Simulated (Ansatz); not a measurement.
# F3H3OSiSn: a ladder of functionals and wavefunction methods

The task here is to estimate one member of a computed series from the others.

Program: Ansatz 0.2.0, Gaussian basis. Level of theory: functionals in def2-TZVPP, the program's frozen cores in correlated methods. These are calculated values, not measurements.

Plan: LDA (SPW92), PBE-D4, revPBE-D4, BLYP-D4, r2SCAN-D4, B97M-V, PBE0-D4, B3LYP-D4, r2SCANh-D4, r2SCAN0-D4, HSE06-D4, BHLYP-D4, CAM-B3LYP-D4, LC-ωPBE, ωB97X-V, ωB97M-V, B2PLYP, PBE-QIDH; CCSD(T)/def2-SVP; CCSD(T)/def2-TZVPP; MP2/def2-QZVPP; extrapolation to the limit; RPA on PBE.

## Structure used throughout

All runs share one geometry, relaxed beforehand with PBE0-D4 in a triple-zeta def2 set. Sn takes the def2 core potential; no spin-orbit term is included.

SMILES `[F][Sn]([F])([F])[O][SiH3]`, 9 atoms, charge 0, spin multiplicity 1.

Atoms are counted from 1 here; the program's logs count them from 0.

Bond lengths: F1–Sn2 1.880 Å, Sn2–F3 1.885 Å, Sn2–F4 1.884 Å, Sn2–O5 1.899 Å, O5–Si6 1.654 Å, Si6–H7 1.485 Å, Si6–H8 1.485 Å, Si6–H9 1.481 Å. Angles: F1–Sn2–F3 108.1°, F1–Sn2–F4 108.1°, F1–Sn2–O5 109.5°, F3–Sn2–F4 107.6°, F3–Sn2–O5 111.7°, F4–Sn2–O5 111.7°, Sn2–O5–Si6 138.8°, O5–Si6–H7 110.0°, O5–Si6–H8 110.0°, O5–Si6–H9 106.7°, H7–Si6–H8 109.3°, H7–Si6–H9 110.4°, H8–Si6–H9 110.4°.

As a file:

```mol
F3H3OSiSn
  3D, bonds by distance, orders not assigned

  9  8  0  0  0  0  0  0  0  0999 V2000
    2.5869   -1.8497   -0.2291 F   0  0
    1.1136   -0.8477   -0.8275 Sn  0  0
    1.7498    0.4973   -1.9843 F   0  0
    0.0020   -1.9873   -1.8359 F   0  0
    0.1978   -0.1143    0.6659 O   0  0
   -1.1077    0.8539    0.9738 Si  0  0
   -2.3394    0.2347    0.4227 H   0  0
   -0.9084    2.1870    0.3514 H   0  0
   -1.2061    0.9798    2.4460 H   0  0
  1  2  8  0
  2  3  8  0
  2  4  8  0
  2  5  8  0
  5  6  8  0
  6  7  8  0
  6  8  8  0
  6  9  8  0
M  END
```

Set-up of the first run:

in.yaml

```yaml
crystal:
  periodic: [false, false, false]
  atoms:
    - {symbol: F, position_ang: [2.586854, -1.849686, -0.229097]}
    - {symbol: Sn, position_ang: [1.113585, -0.847667, -0.827515]}
    - {symbol: F, position_ang: [1.749796, 0.497263, -1.984330]}
    - {symbol: F, position_ang: [0.001993, -1.987313, -1.835909]}
    - {symbol: O, position_ang: [0.197798, -0.114332, 0.665858]}
    - {symbol: Si, position_ang: [-1.107673, 0.853933, 0.973790]}
    - {symbol: H, position_ang: [-2.339433, 0.234690, 0.422676]}
    - {symbol: H, position_ang: [-0.908365, 2.187027, 0.351445]}
    - {symbol: H, position_ang: [-1.206055, 0.979788, 2.445982]}
basis:
  gaussian: {orbitals: def2-TZVPP}
hamiltonian: {xc: lda}
output: {orbitals: {seedname: orbitals}}
```

The run is started by

```sh
$ ansatz run in.yaml --threads 8 --pin off --events-out ev --progress --plain --max-ram 18278MiB
```

Among the steps run: LDA; PBE-D4 (GGA); revPBE-D4 (GGA); BLYP-D4 (GGA); r2SCAN-D4 (meta-GGA); B97M-V (meta-GGA); B3LYP-D4 (hybrid); r2SCANh-D4 (hybrid); r2SCAN0-D4 (hybrid); HSE06-D4 (hybrid); BHLYP-D4 (hybrid); CAM-B3LYP-D4 (range-separated); LC-ωPBE (range-separated); ωB97X-V (range-separated); ωB97M-V (range-separated); B2PLYP (double hybrid); PBE-QIDH (double hybrid).

One of the session's tables, all rows but one given; the rest of the session is left out.

It belongs to the step «Frontier levels by functional». 

| functional | HOMO (eV) | LUMO (eV) | gap (eV) |
| --- | --- | --- | --- |
| LDA (SPW92) | -8.16 | -4.52 | 3.63 |
| PBE-D4 | -8.05 | -4.10 | 3.95 |
| revPBE-D4 | -8.00 | -3.93 | 4.07 |
| BLYP-D4 | -7.98 | -4.08 | 3.90 |
| r2SCAN-D4 | -8.44 | -3.87 | 4.57 |
| B97M-V | -8.51 | -3.94 | 4.57 |
| PBE0-D4 | ? | ? | ? |
| B3LYP-D4 | -9.33 | -3.47 | 5.87 |
| r2SCANh-D4 | -8.98 | -3.51 | 5.47 |
| r2SCAN0-D4 | -9.79 | -2.96 | 6.83 |
| HSE06-D4 | -9.13 | -3.47 | 5.66 |
| BHLYP-D4 | -10.96 | -2.11 | 8.85 |
| CAM-B3LYP-D4 | -10.99 | -2.10 | 8.90 |
| LC-ωPBE | -12.34 | -0.67 | 11.68 |
| ωB97X-V | -12.00 | -0.84 | 11.17 |
| ωB97M-V | -11.84 | -0.98 | 10.85 |

Q: Estimate the row for PBE0-D4 from the others.

The run gave: HOMO (eV): -9.54; LUMO (eV): -3.09; gap (eV): 6.44. In the column «HOMO (eV)» it lies between r2SCAN0-D4 (-9.79) and B3LYP-D4 (-9.33).
